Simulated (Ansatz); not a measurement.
## Molecular dynamics of Li$_{5}$Mn$_{4}$Co$_{2}$O$_{12}$, charge -1

Input file:

```yaml
accuracy: low
crystal:
  lattice:
    - [-7.403294, -4.631513, 0.0]
    - [2.880544, -4.631513, 0.0]
    - [1.471861, 0.375828, 4.928955]
  atoms:
    - { symbol: Li, position: [0.10196861, 0.10914666, 0.54895806] }
    - { symbol: Li, position: [0.2844146, 0.67745941, 0.54475556] }
    - { symbol: Mn, position: [0.1602476, 0.49743358, 0.96627248], spin: 3.5 }
    - { symbol: Mn, position: [0.8377623, 0.53433743, -0.00395283], spin: 3.5 }
    - { symbol: Co, position: [0.50478574, 0.47043856, 0.02847837], spin: 1.8 }
    - { symbol: O, position: [0.39923608, 0.58239832, 0.2861308] }
    - { symbol: O, position: [0.03241503, 0.68112786, 0.20013419] }
    - { symbol: O, position: [0.71382135, 0.67283235, 0.19048608] }
    - { symbol: O, position: [0.95310277, 0.35184255, 0.78790822] }
    - { symbol: O, position: [0.62190624, 0.31282598, 0.79834065] }
    - { symbol: O, position: [0.27366532, 0.35411443, 0.7492967] }
    - { symbol: Li, position: [0.40299269, 0.26917521, 0.54351393] }
    - { symbol: Li, position: [0.61363678, 0.84528665, 0.47108041] }
    - { symbol: Li, position: [0.77573305, 0.30316634, 0.48773887] }
    - { symbol: Mn, position: [0.66667649, 1.01272625, 0.98085282], spin: 3.5 }
    - { symbol: Mn, position: [0.33153841, -0.00154684, -0.01489926], spin: 3.5 }
    - { symbol: Co, position: [0.00143232, -0.00397705, 0.02029849], spin: 1.8 }
    - { symbol: O, position: [0.86502887, 0.13372795, 0.21272836] }
    - { symbol: O, position: [0.52016318, 0.14136097, 0.23882651] }
    - { symbol: O, position: [0.18956185, 0.17355351, 0.2083021] }
    - { symbol: O, position: [0.47411637, 0.85685253, 0.82012342] }
    - { symbol: O, position: [0.11904567, 0.85602422, 0.78822037] }
    - { symbol: O, position: [0.78728414, 0.86942321, 0.74767157] }
magnetization:
  spin_polarized: true
total_charge: -1
basis:
  ecutwfc: 420.0
kpoints:
  mp_grid: { grid: [1, 2, 2] }
hamiltonian:
  xc: pbesol
scf:
  occupations: { method: fermi_dirac, width: 0.05 }
  lower_state_search: "off"
md:
  timestep: 1
  n_steps: 70
  ensemble: nve
  temperature: 1950.0
  initial_velocities: maxwell_boltzmann
  seed: 573869
```

Launched with:

```bash
$ ansatz run input.yaml --threads 2 --pin off --max-ram 5120MiB --backend cpu --events-out ev --progress --plain --runs-dir out
```

It goes on from the last frame of an earlier run, with new velocities.

Output, in part (step lines):

```
md step     0: t =     0.00 fs  T =  1950.0 K  F+E_penalty+E_count = -33401.42876380 eV  E_kin = 5.545254 eV  conserved = -33395.88350984 eV  (35 SCF iters)
md step     1: t =     1.00 fs  T =  1931.9 K  F+E_penalty+E_count = -33401.37720986 eV  E_kin = 5.493726 eV  conserved = -33395.88348366 eV  (22 SCF iters)
md step     2: t =     2.00 fs  T =  1901.8 K  F+E_penalty+E_count = -33401.29158228 eV  E_kin = 5.408123 eV  conserved = -33395.88345905 eV  (21 SCF iters)
md step     3: t =     3.00 fs  T =  1860.1 K  F+E_penalty+E_count = -33401.17291708 eV  E_kin = 5.289492 eV  conserved = -33395.88342480 eV  (20 SCF iters)
md step     4: t =     4.00 fs  T =  1807.3 K  F+E_penalty+E_count = -33401.02276738 eV  E_kin = 5.139522 eV  conserved = -33395.88324579 eV  (26 SCF iters)
md step     5: t =     5.00 fs  T =  1776.8 K  F+E_penalty+E_count = -33400.93633849 eV  E_kin = 5.052788 eV  conserved = -33395.88355043 eV  (85 SCF iters)
md step     6: t =     6.00 fs  T =  1710.2 K  F+E_penalty+E_count = -33400.74678908 eV  E_kin = 4.863453 eV  conserved = -33395.88333598 eV  (21 SCF iters)
md step     7: t =     7.00 fs  T =  1634.3 K  F+E_penalty+E_count = -33400.53040858 eV  E_kin = 4.647508 eV  conserved = -33395.88290087 eV  (20 SCF iters)
md step     8: t =     8.00 fs  T =  1552.1 K  F+E_penalty+E_count = -33400.29599185 eV  E_kin = 4.413783 eV  conserved = -33395.88220877 eV  (21 SCF iters)
md step     9: t =     9.00 fs  T =  1468.1 K  F+E_penalty+E_count = -33400.05618922 eV  E_kin = 4.174912 eV  conserved = -33395.88127705 eV  (20 SCF iters)
md step    10: t =    10.00 fs  T =  1387.9 K  F+E_penalty+E_count = -33399.82710330 eV  E_kin = 3.946909 eV  conserved = -33395.88019450 eV  (20 SCF iters)
md step    11: t =    11.00 fs  T =  1317.9 K  F+E_penalty+E_count = -33399.62683456 eV  E_kin = 3.747716 eV  conserved = -33395.87911836 eV  (20 SCF iters)
md step    12: t =    12.00 fs  T =  1264.1 K  F+E_penalty+E_count = -33399.47304771 eV  E_kin = 3.594811 eV  conserved = -33395.87823710 eV  (18 SCF iters)
md step    13: t =    13.00 fs  T =  1231.6 K  F+E_penalty+E_count = -33399.38009414 eV  E_kin = 3.502379 eV  conserved = -33395.87771531 eV  (18 SCF iters)
md step    14: t =    14.00 fs  T =  1223.3 K  F+E_penalty+E_count = -33399.35650915 eV  E_kin = 3.478862 eV  conserved = -33395.87764697 eV  (18 SCF iters)
md step    15: t =    15.00 fs  T =  1239.8 K  F+E_penalty+E_count = -33399.40356793 eV  E_kin = 3.525529 eV  conserved = -33395.87803876 eV  (17 SCF iters)
md step    16: t =    16.00 fs  T =  1278.7 K  F+E_penalty+E_count = -33399.51517343 eV  E_kin = 3.636356 eV  conserved = -33395.87881776 eV  (17 SCF iters)
md step    17: t =    17.00 fs  T =  1336.0 K  F+E_penalty+E_count = -33399.67896381 eV  E_kin = 3.799112 eV  conserved = -33395.87985223 eV  (17 SCF iters)
md step    18: t =    18.00 fs  T =  1405.7 K  F+E_penalty+E_count = -33399.87833280 eV  E_kin = 3.997355 eV  conserved = -33395.88097759 eV  (16 SCF iters)
md step    19: t =    19.00 fs  T =  1481.5 K  F+E_penalty+E_count = -33400.09495704 eV  E_kin = 4.212928 eV  conserved = -33395.88202900 eV  (17 SCF iters)
md step    20: t =    20.00 fs  T =  1557.3 K  F+E_penalty+E_count = -33400.31132610 eV  E_kin = 4.428447 eV  conserved = -33395.88287952 eV  (17 SCF iters)
md step    21: t =    21.00 fs  T =  1627.9 K  F+E_penalty+E_count = -33400.51277619 eV  E_kin = 4.629320 eV  conserved = -33395.88345592 eV  (18 SCF iters)
md step    22: t =    22.00 fs  T =  1689.7 K  F+E_penalty+E_count = -33400.68870362 eV  E_kin = 4.804961 eV  conserved = -33395.88374284 eV  (18 SCF iters)
md step    23: t =    23.00 fs  T =  1740.4 K  F+E_penalty+E_count = -33400.83290323 eV  E_kin = 4.949129 eV  conserved = -33395.88377448 eV  (19 SCF iters)
md step    24: t =    24.00 fs  T =  1779.2 K  F+E_penalty+E_count = -33400.94320519 eV  E_kin = 5.059598 eV  conserved = -33395.88360696 eV  (18 SCF iters)
md step    25: t =    25.00 fs  T =  1806.6 K  F+E_penalty+E_count = -33401.02068105 eV  E_kin = 5.137374 eV  conserved = -33395.88330656 eV  (20 SCF iters)
md step    26: t =    26.00 fs  T =  1823.6 K  F+E_penalty+E_count = -33401.06867524 eV  E_kin = 5.185736 eV  conserved = -33395.88293889 eV  (19 SCF iters)
md step    27: t =    27.00 fs  T =  1831.9 K  F+E_penalty+E_count = -33401.09185960 eV  E_kin = 5.209302 eV  conserved = -33395.88255786 eV  (20 SCF iters)
md step    28: t =    28.00 fs  T =  1833.2 K  F+E_penalty+E_count = -33401.09543486 eV  E_kin = 5.213235 eV  conserved = -33395.88219955 eV  (19 SCF iters)
md step    29: t =    29.00 fs  T =  1829.5 K  F+E_penalty+E_count = -33401.08454666 eV  E_kin = 5.202666 eV  conserved = -33395.88188113 eV  (21 SCF iters)
md step    30: t =    30.00 fs  T =  1822.4 K  F+E_penalty+E_count = -33401.06393494 eV  E_kin = 5.182325 eV  conserved = -33395.88161007 eV  (21 SCF iters)
md step    31: t =    31.00 fs  T =  1813.3 K  F+E_penalty+E_count = -33401.03780058 eV  E_kin = 5.156419 eV  conserved = -33395.88138185 eV  (22 SCF iters)
md step    32: t =    32.00 fs  T =  1803.5 K  F+E_penalty+E_count = -33401.00983223 eV  E_kin = 5.128646 eV  conserved = -33395.88118658 eV  (22 SCF iters)
md step    33: t =    33.00 fs  T =  1794.2 K  F+E_penalty+E_count = -33400.98331012 eV  E_kin = 5.102295 eV  conserved = -33395.88101490 eV  (22 SCF iters)
md step    34: t =    34.00 fs  T =  1786.5 K  F+E_penalty+E_count = -33400.96117821 eV  E_kin = 5.080306 eV  conserved = -33395.88087261 eV  (22 SCF iters)
md step    35: t =    35.00 fs  T =  1781.2 K  F+E_penalty+E_count = -33400.94599197 eV  E_kin = 5.065216 eV  conserved = -33395.88077615 eV  (22 SCF iters)
md step    36: t =    36.00 fs  T =  1779.0 K  F+E_penalty+E_count = -33400.93970205 eV  E_kin = 5.058957 eV  conserved = -33395.88074494 eV  (23 SCF iters)
md step    37: t =    37.00 fs  T =  1780.2 K  F+E_penalty+E_count = -33400.94330703 eV  E_kin = 5.062503 eV  conserved = -33395.88080402 eV  (23 SCF iters)
md step    38: t =    38.00 fs  T =  1784.8 K  F+E_penalty+E_count = -33400.95648481 eV  E_kin = 5.075513 eV  conserved = -33395.88097217 eV  (24 SCF iters)
md step    39: t =    39.00 fs  T =  1792.0 K  F+E_penalty+E_count = -33400.97732475 eV  E_kin = 5.096072 eV  conserved = -33395.88125250 eV  (23 SCF iters)
md step    40: t =    40.00 fs  T =  1800.7 K  F+E_penalty+E_count = -33401.00224348 eV  E_kin = 5.120604 eV  conserved = -33395.88163910 eV  (22 SCF iters)
md step    41: t =    41.00 fs  T =  1808.9 K  F+E_penalty+E_count = -33401.02609830 eV  E_kin = 5.143987 eV  conserved = -33395.88211158 eV  (23 SCF iters)
md step    42: t =    42.00 fs  T =  1814.6 K  F+E_penalty+E_count = -33401.04266912 eV  E_kin = 5.160083 eV  conserved = -33395.88258597 eV  (21 SCF iters)
md step    43: t =    43.00 fs  T =  1815.5 K  F+E_penalty+E_count = -33401.04574690 eV  E_kin = 5.162767 eV  conserved = -33395.88297943 eV  (22 SCF iters)
md step    44: t =    44.00 fs  T =  1810.0 K  F+E_penalty+E_count = -33401.03026125 eV  E_kin = 5.147019 eV  conserved = -33395.88324260 eV  (23 SCF iters)
md step    45: t =    45.00 fs  T =  1796.8 K  F+E_penalty+E_count = -33400.99306255 eV  E_kin = 5.109724 eV  conserved = -33395.88333860 eV  (21 SCF iters)
md step    46: t =    46.00 fs  T =  1775.9 K  F+E_penalty+E_count = -33400.93349460 eV  E_kin = 5.050259 eV  conserved = -33395.88323577 eV  (21 SCF iters)
md step    47: t =    47.00 fs  T =  1748.0 K  F+E_penalty+E_count = -33400.85378488 eV  E_kin = 4.970860 eV  conserved = -33395.88292464 eV  (21 SCF iters)
md step    48: t =    48.00 fs  T =  1714.9 K  F+E_penalty+E_count = -33400.75919316 eV  E_kin = 4.876775 eV  conserved = -33395.88241810 eV  (21 SCF iters)
md step    49: t =    49.00 fs  T =  1679.5 K  F+E_penalty+E_count = -33400.65777258 eV  E_kin = 4.776003 eV  conserved = -33395.88176921 eV  (21 SCF iters)
md step    50: t =    50.00 fs  T =  1645.2 K  F+E_penalty+E_count = -33400.55951267 eV  E_kin = 4.678428 eV  conserved = -33395.88108459 eV  (22 SCF iters)
md step    51: t =    51.00 fs  T =  1615.5 K  F+E_penalty+E_count = -33400.47468223 eV  E_kin = 4.594170 eV  conserved = -33395.88051217 eV  (21 SCF iters)
md step    52: t =    52.00 fs  T =  1593.5 K  F+E_penalty+E_count = -33400.41156849 eV  E_kin = 4.531370 eV  conserved = -33395.88019886 eV  (20 SCF iters)
md step    53: t =    53.00 fs  T =  1580.4 K  F+E_penalty+E_count = -33400.37434727 eV  E_kin = 4.494133 eV  conserved = -33395.88021452 eV  (21 SCF iters)
md step    54: t =    54.00 fs  T =  1575.9 K  F+E_penalty+E_count = -33400.36205889 eV  E_kin = 4.481543 eV  conserved = -33395.88051568 eV  (20 SCF iters)
md step    55: t =    55.00 fs  T =  1578.3 K  F+E_penalty+E_count = -33400.36923160 eV  E_kin = 4.488262 eV  conserved = -33395.88096988 eV  (21 SCF iters)
md step    56: t =    56.00 fs  T =  1584.7 K  F+E_penalty+E_count = -33400.38781235 eV  E_kin = 4.506385 eV  conserved = -33395.88142775 eV  (19 SCF iters)
md step    57: t =    57.00 fs  T =  1592.2 K  F+E_penalty+E_count = -33400.40943510 eV  E_kin = 4.527651 eV  conserved = -33395.88178415 eV  (22 SCF iters)
md step    58: t =    58.00 fs  T =  1598.3 K  F+E_penalty+E_count = -33400.42711172 eV  E_kin = 4.545111 eV  conserved = -33395.88200117 eV  (20 SCF iters)
md step    59: t =    59.00 fs  T =  1601.4 K  F+E_penalty+E_count = -33400.43597266 eV  E_kin = 4.553881 eV  conserved = -33395.88209164 eV  (20 SCF iters)
md step    60: t =    60.00 fs  T =  1600.4 K  F+E_penalty+E_count = -33400.43321976 eV  E_kin = 4.551132 eV  conserved = -33395.88208818 eV  (20 SCF iters)
md step    61: t =    61.00 fs  T =  1595.0 K  F+E_penalty+E_count = -33400.41767471 eV  E_kin = 4.535645 eV  conserved = -33395.88202931 eV  (20 SCF iters)
md step    62: t =    62.00 fs  T =  1585.0 K  F+E_penalty+E_count = -33400.38926344 eV  E_kin = 4.507317 eV  conserved = -33395.88194621 eV  (20 SCF iters)
md step    63: t =    63.00 fs  T =  1570.8 K  F+E_penalty+E_count = -33400.34863370 eV  E_kin = 4.466791 eV  conserved = -33395.88184264 eV  (21 SCF iters)
md step    64: t =    64.00 fs  T =  1552.6 K  F+E_penalty+E_count = -33400.29697617 eV  E_kin = 4.415258 eV  conserved = -33395.88171851 eV  (22 SCF iters)
md step    65: t =    65.00 fs  T =  1531.3 K  F+E_penalty+E_count = -33400.23602170 eV  E_kin = 4.354454 eV  conserved = -33395.88156773 eV  (21 SCF iters)
md step    66: t =    66.00 fs  T =  1507.5 K  F+E_penalty+E_count = -33400.16814748 eV  E_kin = 4.286773 eV  conserved = -33395.88137451 eV  (26 SCF iters)
md step    67: t =    67.00 fs  T =  1482.3 K  F+E_penalty+E_count = -33400.09647799 eV  E_kin = 4.215339 eV  conserved = -33395.88113889 eV  (24 SCF iters)
md step    68: t =    68.00 fs  T =  1457.2 K  F+E_penalty+E_count = -33400.02485508 eV  E_kin = 4.143976 eV  conserved = -33395.88087894 eV  (21 SCF iters)
md step    69: t =    69.00 fs  T =  1433.7 K  F+E_penalty+E_count = -33399.95756779 eV  E_kin = 4.076942 eV  conserved = -33395.88062533 eV  (21 SCF iters)
md step    70: t =    70.00 fs  T =  1413.1 K  F+E_penalty+E_count = -33399.89882150 eV  E_kin = 4.018395 eV  conserved = -33395.88042634 eV  (20 SCF iters)
```

All steps were run. The conserved energy stayed within 0.25 meV per atom of its start (net change 0.13 meV per atom), so the integration is sound. A run of 0.07 ps of so small a system gives no equilibrium averages. No Hubbard correction was used and the magnetic state wasn't searched. Limits of this set-up: coarse k mesh, low accuracy level, charged cell in a uniform background, uncorrected.

Mean squared displacements from the first frame to the last, about the centre of mass: Li 0.95 Å², Mn 0.06 Å², Co 0.27 Å², O 0.13 Å².

Last frame:

```xyz
23
Lattice="-7.4033 -4.6315 0.0000 2.8805 -4.6315 0.0000 1.4719 0.3758 4.9290" Properties=species:S:1:pos:R:3
Li 1.032 -0.836 2.721
Li 1.462 -4.350 2.236
Mn 1.568 -2.690 4.900
Mn -4.762 -6.124 0.165
Co -1.943 -4.937 -0.266
O -0.433 -4.799 1.210
O 1.775 -3.089 0.974
O -2.947 -6.056 0.951
O -4.923 -5.779 3.942
O -2.373 -4.385 3.934
O -0.122 -2.682 4.059
Li -2.179 -2.758 2.577
Li -1.685 -5.347 2.104
Li -4.132 -3.745 2.469
Mn -0.637 -7.268 5.120
Mn -2.540 -1.513 -0.114
Co -0.141 0.081 -0.011
O -5.670 -4.645 1.108
O -3.068 -3.294 1.148
O -0.933 -1.222 1.259
O 0.199 -6.156 3.884
O 2.814 -4.288 3.666
O -2.276 -7.584 3.838
```

Time of the run: 17 min on 2 threads of Arm Neoverse V2, with other jobs on the host, peak memory 1.2 GiB.
